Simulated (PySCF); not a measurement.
**Sn(NMeEt)H3: geometry, NMR shifts and electronic excitations**

Wanted: the NMR shifts and electronic excitations of Sn(NMeEt)H3 (`[H][Sn]([H])([H])[N](C)CC`), by calculation.

Programs: PySCF 2.14.0, with density-fitted response routines of our own. Each step states its level of theory. These are calculated values for one molecule in the gas phase, unless marked as measured. Atoms are numbered from 0 throughout.

## 1. The molecule as given

16 atoms, charge 0, multiplicity 1; geometry from: GFN2-xTB. The atoms were then displaced at random by about 0.03 Å, so the start is not that level's minimum.

Bonds of the start (Å): Sn0–N1 2.03, Sn0–H13 1.56, Sn0–H14 1.71, Sn0–H15 1.63, N1–C2 1.41, N1–C3 1.40, C2–H5 1.09, C2–H6 1.18, C2–H7 1.12, C3–C4 1.46, C3–H8 1.21, C3–H9 1.16, C4–H10 1.11, C4–H11 1.05, C4–H12 1.06.

## 2. Geometry optimisation at PBE0-D3(BJ)/def2-SVP

The job: settings as JSON, then the geometry in Å.

```
{"job": {"xc": "PBE0", "basis": "def2-SVP", "d3": "d3bj", "grid": 1, "maxiter": 40, "shake": 0.03, "kind": "geom"}, "charge": 0, "multiplicity": 1}
Sn     0.083870     0.365510    -2.035770
N     -0.444030     0.567230    -0.088260
C      0.284200     1.485020     0.702740
C     -0.741180    -0.598710     0.617760
C      0.267640    -1.605230     0.940780
H     -0.235370     1.747990     1.621360
H      1.345650     1.087100     1.035920
H      0.562170     2.430820     0.160780
H     -1.342530    -0.265170     1.607440
H     -1.594300    -1.125890     0.043210
H     -0.161170    -2.461640     1.508140
H      0.790930    -1.916650     0.081650
H      0.929530    -1.090010     1.592060
H      1.483200    -0.153530    -2.474120
H     -0.093550     1.974590    -2.583070
H     -1.169410    -0.475360    -2.664190
```

Run with:

```sh
$ OMP_NUM_THREADS=1 python probes_run.py task.json out
```

The driver reads the jobs from task.json and runs them one after another.

Standard output:

```text
step   0  E = -389.58121160  max force = 0.111946
step   1  E = -389.61423313  max force = 0.011844
step   2  E = -389.61641287  max force = 0.003939
step   3  E = -389.61674654  max force = 0.001567
step   4  E = -389.61678925  max force = 0.001280
step   5  E = -389.61684188  max force = 0.000501
step   6  E = -389.61685709  max force = 0.000449
step   7  E = -389.61686679  max force = 0.000130
optimisation converged
```

Wall time 3.1 min (1 thread of Intel Xeon at 2.50GHz, shared host); peak memory 0.55 GiB.

Step by step:

```csv
step,energy from step 0 (eV),largest force component (eV/Å)
0,0.0000,5.7565
1,-0.8986,0.6090
2,-0.9579,0.2026
3,-0.9670,0.0806
4,-0.9681,0.0658
5,-0.9695,0.0258
6,-0.9700,0.0231
7,-0.9702,0.0067
```

Distances of close pairs at the start and the end, largest changes first:

| bond | before (Å) | after (Å) | change (Å) |
| --- | --- | --- | --- |
| Sn0–H13 | 1.556 | 1.726 | +0.170 |
| C3–H8 | 1.205 | 1.109 | -0.096 |
| Sn0–H15 | 1.635 | 1.712 | +0.078 |
| C2–H6 | 1.182 | 1.111 | -0.070 |
| C3–C4 | 1.461 | 1.526 | +0.065 |
| C3–H9 | 1.156 | 1.105 | -0.051 |
| N1–C3 | 1.395 | 1.445 | +0.050 |
| C4–H11 | 1.053 | 1.103 | +0.050 |

The final coordinates are the input of the step that follows.

```
                         at the end point                value
  point group (found at 0.08 Å tolerance)                   C1
rotational constants (GHz, main isotopes)  4.602, 1.473, 1.246
                        dipole moment (D)                 0.37
```

## 3. NMR shieldings: PBE0/def2-TZVP+pcSseg-1

The job: settings as JSON, then the geometry in Å.

```
{"job": {"kind": "nmr", "xc": "PBE0", "basis": {"default": "pcSseg-1", "Sn": "def2-TZVP"}}, "charge": 0, "multiplicity": 1}
Sn    -0.008285     0.471758    -2.074373
N     -0.401271     0.572381    -0.069526
C      0.341916     1.509488     0.732202
C     -0.824887    -0.625615     0.618652
C      0.275972    -1.617214     0.985855
H     -0.219520     1.747892     1.656418
H      1.350342     1.167897     1.050409
H      0.479990     2.459680     0.190331
H     -1.356323    -0.321420     1.543185
H     -1.582030    -1.139680    -0.000127
H     -0.136877    -2.486276     1.522037
H      0.790725    -1.991328     0.085370
H      1.036342    -1.157065     1.635907
H      1.520293    -0.236292    -2.448138
H     -0.034001     2.093424    -2.624299
H     -1.266735    -0.481559    -2.737472
```

Level: GIAO PBE0/pcSseg-1 Sn:def2-TZVP NMR shielding, scalar relativity only through core potentials, gas phase.

Standard output:

```text
coarse grid: 55880 points
cycle   1  E = -388.2216576228  dE = -3.526e+01  |g| = 2.697e+00  |ddm| = 3.132e+01
cycle   2  E = -387.0411539260  dE =  1.181e+00  |g| = 4.301e+00  |ddm| = 7.978e+00
cycle   3  E = -389.6994201022  dE = -2.658e+00  |g| = 2.783e-01  |ddm| = 3.629e+00
cycle   4  E = -389.7091163046  dE = -9.696e-03  |g| = 2.119e-01  |ddm| = 4.992e-01
cycle   5  E = -389.7184356958  dE = -9.319e-03  |g| = 4.641e-02  |ddm| = 2.199e-01
cycle   6  E = -389.7189313993  dE = -4.957e-04  |g| = 7.902e-03  |ddm| = 5.819e-02
cycle   7  E = -389.7189466201  dE = -1.522e-05  |g| = 2.909e-03  |ddm| = 1.077e-02
cycle   8  E = -389.7189487835  dE = -2.163e-06  |g| = 5.993e-04  |ddm| = 3.395e-03
final grid: 117752 points
cycle   9  E = -389.7189797459  dE = -9.199e-08  |g| = 6.581e-04  |ddm| = 2.020e-03
cycle  10  E = -389.7189796771  dE =  6.879e-08  |g| = 8.805e-04  |ddm| = 1.171e-03
cycle  11  E = -389.7189798404  dE = -1.633e-07  |g| = 1.177e-04  |ddm| = 6.936e-04
cycle  12  E = -389.7189798436  dE = -3.226e-09  |g| = 1.977e-05  |ddm| = 1.272e-04
cycle  13  E = -389.7189798437  dE = -1.041e-10  |g| = 5.164e-06  |ddm| = 2.520e-05
converged SCF energy = -389.7189798437

GIAO shielding tensors (ppm)
atom      isotropic    diamagn.    paramagn.     s11        s22        s33       span
  0 Sn         nan         nan         nan        nan        nan        nan        nan
  1 N      231.631     323.441     -91.809    191.134    234.917    268.842     77.708
  2 C      143.246     244.757    -101.511    114.528    129.633    185.579     71.051
  3 C      130.760     243.742    -112.982    107.585    116.808    167.886     60.302
  4 C      169.445     249.392     -79.946    148.773    175.535    184.028     35.255
  5 H       28.941      29.311      -0.370     24.552     25.710     36.561     12.010
  6 H       28.242      30.278      -2.036     23.681     25.756     35.288     11.607
  7 H       28.493      29.801      -1.308     23.096     27.085     35.297     12.201
  8 H       28.518      30.278      -1.761     22.777     28.130     34.646     11.869
  9 H       28.229      31.161      -2.933     22.664     28.119     33.902     11.238
 10 H       30.509      28.904       1.604     26.323     27.249     37.954     11.631
 11 H       30.698      31.168      -0.470     25.904     31.118     35.072      9.168
 12 H       29.644      30.605      -0.960     25.030     29.126     34.776      9.746
 13 H       25.844      28.136      -2.292     18.151     20.398     38.981     20.830
 14 H       26.290      28.197      -1.907     18.742     20.465     39.662     20.920
 15 H       26.275      28.412      -2.137     18.833     20.591     39.401     20.568
```

Wall time 74 s (1 thread of Intel Xeon at 2.50GHz, shared host); peak memory 1.1 GiB.

Shifts follow as δ = σ(reference) − σ, with reference shieldings (ppm) from runs at the same level and on the same kind of geometry: 1H TMS 31.27, 13C TMS 184.4, 15N NH3 265.7. The references are single molecules in the gas phase, so shifts against H2O, NH3, PH3, H3PO4 or CFCl3 are not on the usual liquid scales and can be off by tens of ppm. Atoms listed in one row are averaged.

```
        atoms                          environment  σ (ppm)  δ (ppm)
           C3           carbon bonded to C, N, 2 H    130.8     53.6
           C2              carbon bonded to N, 3 H    143.2     41.2
           C4              carbon bonded to C, 3 H    169.4     15.0
H13, H14, H15         hydrogen on a Sn bonded to N    26.14     5.13
       H8, H9  hydrogen on a carbon bonded to C, N    28.37     2.89
   H5, H6, H7     hydrogen on a carbon bonded to N    28.56     2.71
H10, H11, H12     hydrogen on a carbon bonded to C    30.28     0.98
           N1           nitrogen bonded to 2 C, Sn    231.6     34.0
```

Atoms past Kr carry core potentials, so their printed shieldings have no meaning and are left out of the table.

Charges from the same density, by scheme (e):

| atoms | Mulliken | ESP fit |
| --- | --- | --- |
| Sn0 | 0.47 | 0.44 |
| N1 | -0.77 | -0.41 |
| C2 | -0.08 | -0.29 |
| C3 | -0.05 | 0.15 |
| C4 | -0.30 | -0.14 |

Mayer bond orders: Sn0–N1 0.89, N1–C2 0.98, N1–C3 0.98, C3–C4 1.03.

With diffuse functions Mulliken charges and Mayer bond orders lose their meaning; the other schemes are steadier.

The fields below are evaluated on a grid from the run's orbitals.

Frontier orbitals at PBE0/def2-TZVP+pcSseg-1, with the share of their density that lies nearest to each atom:

```csv
orbital,energy (eV),lies on
HOMO,-5.91,N1 63 %; H6 8 %
LUMO,0.10,"H13, H14, H15 about 18 % each; Sn0 17 %; N1 13 %"
```

ELF in a plane through or near 5 of the atoms.

Values, 10 rows by 14 columns:
```
0.00 0.00 0.00 0.00 0.00 0.00 0.00 0.00 0.00 0.00 0.00 0.00 0.00 0.00
0.00 0.00 0.00 0.00 0.00 0.00 0.00 0.01 0.00 0.00 0.00 0.00 0.00 0.00
0.00 0.00 0.00 0.00 0.37 0.97 0.31 0.73 0.30 0.00 0.00 0.00 0.00 0.00
0.00 0.00 0.00 0.01 0.31 1.00 0.51 0.73 0.14 0.00 0.00 0.00 0.00 0.00
0.00 0.02 0.98 1.00 0.45 0.07 0.70 0.40 0.08 0.13 0.04 0.00 0.00 0.00
0.00 0.10 1.00 0.99 0.27 0.45 0.78 0.41 0.89 0.48 0.81 0.36 0.00 0.00
0.00 0.00 0.25 0.33 0.52 0.70 0.19 0.03 0.40 0.75 1.00 0.89 0.00 0.00
0.00 0.00 0.00 0.08 0.41 0.55 0.23 0.00 0.05 0.06 0.31 0.02 0.00 0.00
0.00 0.00 0.00 0.01 0.15 0.25 0.05 0.00 0.00 0.00 0.00 0.00 0.00 0.00
0.00 0.00 0.00 0.00 0.00 0.00 0.00 0.00 0.00 0.00 0.00 0.00 0.00 0.00
```
The map spans 11.9 Å across and 9.9 Å up, centred on the molecule. Atoms in the plane (x, y in Å): Sn0 (-1.9, -0.9), C2 (-0.4, 1.7), H7 (-1.4, 2.1), H10 (2.7, -1.0), H14 (-3.4, 0.0).

On the surface of density 0.002 e/bohr³ the electrostatic potential runs, from the 1st to the 99th percentile, from -1.03 V near N1 to 1.20 V near H13.

## 4. Ultraviolet spectrum: wB97X-D/def2-SVPD

The job, as its differences from that of step 3:

```diff
@@ -1,2 +1,2 @@
-{"job": {"kind": "nmr", "xc": "PBE0", "basis": {"default": "pcSseg-1", "Sn": "def2-TZVP"}}, "charge": 0, "multiplicity": 1}
+{"job": {"kind": "uv", "xc": "wB97X-D", "basis": "def2-SVPD", "ip": true, "nstates": 10}, "charge": 0, "multiplicity": 1}
 Sn    -0.008285     0.471758    -2.074373
```

With the program's defaults for keys left out, this is: TDDFT wB97X-D/def2-SVPD, vertical, gas phase, core orbitals frozen in the response.

Standard output:

```text
coarse grid: 55880 points
cycle   1  E = -388.4139777601  dE = -2.202e+01  |g| = 2.479e+00  |ddm| = 1.377e+01
cycle   2  E = -389.0096836979  dE = -5.957e-01  |g| = 2.205e+00  |ddm| = 1.462e+01
cycle   3  E = -389.8364481486  dE = -8.268e-01  |g| = 1.212e-01  |ddm| = 4.133e+00
cycle   4  E = -389.8411754010  dE = -4.727e-03  |g| = 8.441e-02  |ddm| = 4.399e-01
cycle   5  E = -389.8427917130  dE = -1.616e-03  |g| = 3.462e-02  |ddm| = 1.538e-01
cycle   6  E = -389.8431658759  dE = -3.742e-04  |g| = 6.344e-03  |ddm| = 6.484e-02
cycle   7  E = -389.8432093756  dE = -4.350e-05  |g| = 3.330e-03  |ddm| = 3.221e-02
cycle   8  E = -389.8432173869  dE = -8.011e-06  |g| = 9.095e-04  |ddm| = 1.250e-02
final grid: 117752 points
cycle   9  E = -389.8401074347  dE = -7.291e-06  |g| = 1.228e-03  |ddm| = 1.473e-02
cycle  10  E = -389.8401077459  dE = -3.112e-07  |g| = 7.669e-04  |ddm| = 4.384e-03
cycle  11  E = -389.8401078739  dE = -1.280e-07  |g| = 1.701e-04  |ddm| = 1.698e-03
cycle  12  E = -389.8401078921  dE = -1.816e-08  |g| = 9.864e-05  |ddm| = 4.956e-04
cycle  13  E = -389.8401078995  dE = -7.447e-09  |g| = 3.722e-05  |ddm| = 3.895e-04
cycle  14  E = -389.8401079002  dE = -7.058e-10  |g| = 9.898e-06  |ddm| = 1.063e-04
converged SCF energy = -389.8401079002

Static polarisability (au): isotropic 87.944, principal 79.322 87.180 97.329

Singlet excitations
state   eV       nm        f      main configurations
  1   5.1166    242.3   0.02058   H->L+1 0.87, H->L+7 0.08
  2   5.5690    222.6   0.02639   H->L 0.90
  3   6.0782    204.0   0.00106   H->L+2 0.93
  4   6.4425    192.4   0.02081   H->L+3 0.88
  5   6.6615    186.1   0.01703   H->L+4 0.82
  6   7.0690    175.4   0.01063   H->L+5 0.90
  7   7.3719    168.2   0.03567   H->L+6 0.82
  8   7.6086    163.0   0.00730   H->L+7 0.68
  9   7.6520    162.0   0.00663   H->L+9 0.36, H->L+8 0.22, H->L+10 0.15
 10   7.9936    155.1   0.00199   H-2->L+1 0.50, H->L+10 0.18, H-1->L+1 0.11

Triplet excitations (Tamm-Dancoff, eV): 4.6563 5.4500 6.0202 6.1431
Vertical ionisation energy (delta-SCF) = 7.7669 eV
```

Run time: 2.9 min. Hardware: 1 thread of Intel Xeon at 2.50GHz, shared host; peak memory 1.1 GiB.

Frontier orbitals and where they lie:

```csv
orbital,eV,atoms
HOMO−3,-11.00,"Sn0 39 %, H14 31 %, H15 12 %"
HOMO−2,-10.92,"Sn0 36 %, H13 24 %, H15 22 %"
HOMO−1,-10.53,"N1 30 %, Sn0 16 %, C3 13 %"
HOMO,-7.79,"N1 57 %, C2 10 %, C3 7 %"
LUMO,1.53,"Sn0 54 %, H14 11 %, H13 11 %"
LUMO+1,1.69,"Sn0 47 %, H13 9 %, H14 8 %"
LUMO+2,2.44,"Sn0 49 %, H13 12 %, H15 9 %"
```

With each of the 10 states as a Gaussian band of 0.4 eV half-width at 1/e, the curve within the window shown has maxima at 228 nm (ε 1,400), 187 nm (ε 1,500), 168 nm (ε 2,100) L/(mol cm). Beyond the last state computed it falls off for lack of states. The curve at chosen wavelengths:

```tsv
nm	ε (L/mol/cm)
149	89
154	394
159	1100
164	1888
169	2074
174	1711
179	1454
184	1505
189	1533
194	1299
199	930
204	695
209	723
214	946
219	1200
224	1362
229	1402
234	1346
239	1224
244	1050
249	841
254	624
259	428
264	272
269	161
274	89
```

Leading natural transition orbitals of singlet state 7: the hole lies on N1 64 %; H6 8 %; the particle on H7, H10 about 17 % each; 4 H atoms about 9 % each; H12 7 %.

Leading natural transition orbitals of singlet state 1: the hole lies on N1 66 %; H6 7 %; the particle on Sn0 18 %; N1 15 %; H13, H14, H15 about 14 % each.

Ground-state properties from the same run:

| property | computed |
| --- | --- |
| dipole moment (D) | 0.38 |
| polarisability (Å³) | 13.03 |
| HOMO–LUMO gap (eV) | 9.32 |
| −ε(HOMO) (eV) | 7.79 |

## 5. Nuclear shieldings: B3LYP/def2-TZVP+pcSseg-1

The job, as its differences from that of step 4:

```diff
@@ -1,2 +1,2 @@
-{"job": {"kind": "uv", "xc": "wB97X-D", "basis": "def2-SVPD", "ip": true, "nstates": 10}, "charge": 0, "multiplicity": 1}
+{"job": {"kind": "nmr", "xc": "B3LYP", "basis": {"default": "pcSseg-1", "Sn": "def2-TZVP"}, "pop": false}, "charge": 0, "multiplicity": 1}
 Sn    -0.008285     0.471758    -2.074373
```

Level: GIAO B3LYP/pcSseg-1 Sn:def2-TZVP NMR shielding, scalar relativity only through core potentials, gas phase.

Standard output:

```text
coarse grid: 55880 points
cycle   1  E = -388.4383630607  dE = -3.513e+01  |g| = 2.764e+00  |ddm| = 3.122e+01
cycle   2  E = -385.9541957429  dE =  2.484e+00  |g| = 5.296e+00  |ddm| = 9.137e+00
cycle   3  E = -389.9768740590  dE = -4.023e+00  |g| = 4.131e-01  |ddm| = 5.244e+00
cycle   4  E = -389.9910982853  dE = -1.422e-02  |g| = 3.230e-01  |ddm| = 6.424e-01
cycle   5  E = -390.0125425478  dE = -2.144e-02  |g| = 5.716e-02  |ddm| = 3.327e-01
cycle   6  E = -390.0132256468  dE = -6.831e-04  |g| = 1.882e-02  |ddm| = 7.423e-02
cycle   7  E = -390.0133116059  dE = -8.596e-05  |g| = 4.272e-03  |ddm| = 1.931e-02
cycle   8  E = -390.0133164282  dE = -4.822e-06  |g| = 7.591e-04  |ddm| = 5.394e-03
final grid: 117752 points
cycle   9  E = -390.0133240390  dE = -1.138e-07  |g| = 7.705e-04  |ddm| = 2.337e-03
cycle  10  E = -390.0133239757  dE =  6.335e-08  |g| = 9.292e-04  |ddm| = 1.343e-03
cycle  11  E = -390.0133241607  dE = -1.850e-07  |g| = 1.313e-04  |ddm| = 7.581e-04
cycle  12  E = -390.0133241640  dE = -3.357e-09  |g| = 3.402e-05  |ddm| = 1.336e-04
cycle  13  E = -390.0133241643  dE = -2.585e-10  |g| = 5.116e-06  |ddm| = 3.434e-05
converged SCF energy = -390.0133241643

GIAO shielding tensors (ppm)
atom      isotropic    diamagn.    paramagn.     s11        s22        s33       span
  0 Sn         nan         nan         nan        nan        nan        nan        nan
  1 N      220.893     323.790    -102.897    181.394    221.824    259.460     78.066
  2 C      137.224     243.912    -106.688    107.879    123.353    180.440     72.561
  3 C      123.827     243.334    -119.508    100.180    110.001    161.299     61.119
  4 C      163.954     248.368     -84.415    142.878    169.914    179.068     36.190
  5 H       29.013      29.369      -0.356     24.732     25.932     36.373     11.641
  6 H       28.281      30.475      -2.194     23.850     25.828     35.164     11.314
  7 H       28.574      29.817      -1.243     23.369     27.168     35.186     11.816
  8 H       28.590      30.243      -1.653     22.985     28.335     34.451     11.466
  9 H       28.304      31.172      -2.869     22.887     28.237     33.787     10.901
 10 H       30.604      28.846       1.759     26.612     27.512     37.688     11.076
 11 H       30.788      31.383      -0.595     26.186     31.281     34.896      8.709
 12 H       29.730      30.808      -1.079     25.278     29.277     34.633      9.355
 13 H       25.986      28.403      -2.417     18.342     20.564     39.052     20.710
 14 H       26.453      28.426      -1.973     18.979     20.668     39.713     20.733
 15 H       26.438      28.662      -2.224     19.075     20.788     39.452     20.377
```

Wall time 56 s (1 thread of Intel Xeon at 2.50GHz, shared host); peak memory 1.1 GiB.

This run: δ C3 55.4, C2 42.0, C4 15.3, N1 42.6, H13 5.09, H8 2.94 ppm (means over like atoms).

## 6. Run by run: NMR shifts

Shifts (ppm) of some atoms, chosen among heavy atoms and hydrogens apart, means over like atoms, with basis size and wall time:

```
                     run    C3    C2    C4   H13    H8    H5    N1  functions  time
 PBE0/def2-TZVP+pcSseg-1  53.6  41.2  15.0  5.13  2.89  2.71  34.0        173  74 s
B3LYP/def2-TZVP+pcSseg-1  55.4  42.0  15.3  5.09  2.94  2.76  42.6        173  56 s
```

## 7. What came out

| quantity | value |
| --- | --- |
| point group | C1 |
| rotational constants (main isotopes) | 4.60, 1.47, 1.25 GHz |
| 13C shifts against TMS (PBE0/def2-TZVP+pcSseg-1) | 53.6, 41.2, 15.0 ppm |
| 1H shifts against TMS (PBE0/def2-TZVP+pcSseg-1, means over atoms taken as alike) | 5.13, 2.89, 2.71, 0.98 ppm |
| 15N shifts against NH3 (PBE0/def2-TZVP+pcSseg-1) | 34.0 ppm |
| surface potential, 1st and 99th percentile | -1.03 V and 1.20 V |
| lowest singlet (wB97X-D/def2-SVPD) | 5.12 eV (242 nm), f = 0.021 |
| brightest single state of those computed | state 7, 7.37 eV, f = 0.036 |
| lowest triplet | 4.66 eV |
| vertical ionisation energy (ΔSCF) | 7.77 eV |
| range of the shift of N1 | 34.0 to 42.6 ppm |

The start was shaken at random, so part of the energy gained undoes that. Relaxing lowered the energy by 0.970 eV in 7 steps; the close pair that moved most is Sn0–H13, from 1.556 to 1.726 Å. At PBE0/def2-TZVP+pcSseg-1: The largest span, 78 ppm, is at N1, where the paramagnetic term is -92 ppm. The first singlet state (HOMO→LUMO+1 0.87, HOMO→LUMO+7 0.08) lies at 5.12 eV and is weak; of the 10 states computed, the strongest absorption comes from state 7 at 7.37 eV. The lowest triplet lies 0.46 eV below the lowest singlet (triplets in Tamm-Dancoff, singlets in full TDDFT). Spin-orbit coupling, left out, mixes singlets and triplets in elements this heavy. At wB97X-D/def2-SVPD, the highest states lie near or above the ionisation energy, where they hang on the basis. ΔSCF puts the ionisation energy at 7.77 eV, 0.02 eV below −ε(HOMO). In ppm, N1 moves most: its shift spreads over 8.6 ppm, from 34.0 (PBE0/def2-TZVP+pcSseg-1) to 42.6 (B3LYP/def2-TZVP+pcSseg-1). Spin-orbit coupling is left out, which matters for shieldings and couplings at and beside the heavy atoms.
